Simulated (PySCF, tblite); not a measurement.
**C4H11ClO2SSi: geometry, infrared bands and NMR shifts**

Wanted: the infrared bands and NMR shifts of C4H11ClO2SSi (`CC(C)(C[SiH3])S(=O)(=O)Cl`), by calculation.

The runs use tblite 0.8.0 and PySCF 2.14.0, with density-fitted response routines of our own; the level of theory stands in each step. All values are computed, except where a source is named. Atoms count from 0, in the outputs and in this text.

### Step 1. The molecule as given

20 atoms, charge 0, multiplicity 1; geometry from: force field or distance geometry start.

Bonds of the start (Å): C0–C1 1.54, C1–C2 1.52, C1–C3 1.56, C3–Si4 1.87, C1–S5 1.83, S5–O6 1.45, S5–O7 1.46, S5–Cl8 2.04, C0–H9 1.10, C0–H10 1.11, C0–H11 1.09, C2–H12 1.11, C2–H13 1.10, C2–H14 1.09, C3–H15 1.12, C3–H16 1.09, Si4–H17 1.49, Si4–H18 1.48, Si4–H19 1.49.

### Step 2. Relaxing the molecule with GFN2-xTB

What the job is given:

```
{"job": {"kind": "relax", "xc": "GFN2-xTB", "basis": "xTB"}, "charge": 0, "multiplicity": 1}
C     -1.260700    -1.513800     0.134500
C     -0.443100    -0.215800    -0.045800
C     -0.802000     0.413200    -1.382200
C      1.062600    -0.620600     0.013100
Si     2.414900     0.659600    -0.105000
S     -0.857000     0.931000     1.322800
O     -0.493800     0.317300     2.582800
O     -0.390000     2.268000     0.987200
Cl    -2.889000     1.116000     1.408900
H     -1.102800    -1.970100     1.120300
H     -2.346400    -1.323800     0.042000
H     -1.010500    -2.254600    -0.627300
H     -1.892500     0.614100    -1.437900
H     -0.302600     1.373800    -1.548400
H     -0.551200    -0.236000    -2.216500
H      1.243300    -1.163200     0.974300
H      1.254000    -1.353200    -0.774700
H      3.727900    -0.028500    -0.205300
H      2.415300     1.532700     1.091700
H      2.218400     1.464500    -1.337500
```

Run with:

```bash
$ OMP_NUM_THREADS=1 python probes_run.py task.json out
```

The driver reads the jobs from task.json and runs them one after another.

**Question.** This job is followed by: GFN2-xTB harmonic vibrations, gas phase; GIAO PBE0/pcSseg-1 NMR shielding, non-relativistic, gas phase. What will the session give for the following? strongest single infrared mode (GFN2-xTB); zero-point energy (GFN2-xTB); ¹³C shifts against TMS (PBE0/pcSseg-1, means over atoms taken as alike); ¹H shifts against TMS (PBE0/pcSseg-1, means over atoms taken as alike); ²⁹Si shifts against TMS (PBE0/pcSseg-1); ³³S shifts against CS2 (PBE0/pcSseg-1); ¹⁷O shifts against H2O (PBE0/pcSseg-1, means over atoms taken as alike); ³⁵Cl shifts against HCl (PBE0/pcSseg-1).

The runs gave:

| quantity | value |
| --- | --- |
| strongest single infrared mode (GFN2-xTB) | 2198 cm⁻¹, 426 km/mol |
| zero-point energy (GFN2-xTB) | 90.8 kcal/mol |
| ¹³C shifts against TMS (PBE0/pcSseg-1, means over atoms taken as alike) | 81.5, 26.1, 16.8 ppm |
| ¹H shifts against TMS (PBE0/pcSseg-1, means over atoms taken as alike) | 3.93, 1.69, 1.16 ppm |
| ²⁹Si shifts against TMS (PBE0/pcSseg-1) | -79.0 ppm |
| ³³S shifts against CS2 (PBE0/pcSseg-1) | 386 ppm |
| ¹⁷O shifts against H2O (PBE0/pcSseg-1, means over atoms taken as alike) | 286.0 ppm |
| ³⁵Cl shifts against HCl (PBE0/pcSseg-1) | 519 ppm |

The optimisation took 103 steps and gained 0.410 eV; among the close pairs (by a distance rule), C3–Si4 changed most, from 1.866 to 1.919 Å. All 54 modes are real, so the xTB geometry is a minimum. The strongest single mode, at 2198 cm⁻¹, moves mainly H17. GFN2-xTB is a fitted tight-binding method: band positions and strengths are rough. Its intensities can rank the bands wrongly. At PBE0/pcSseg-1: The largest span, 942 ppm, is at Cl8, where the paramagnetic term is -717 ppm.
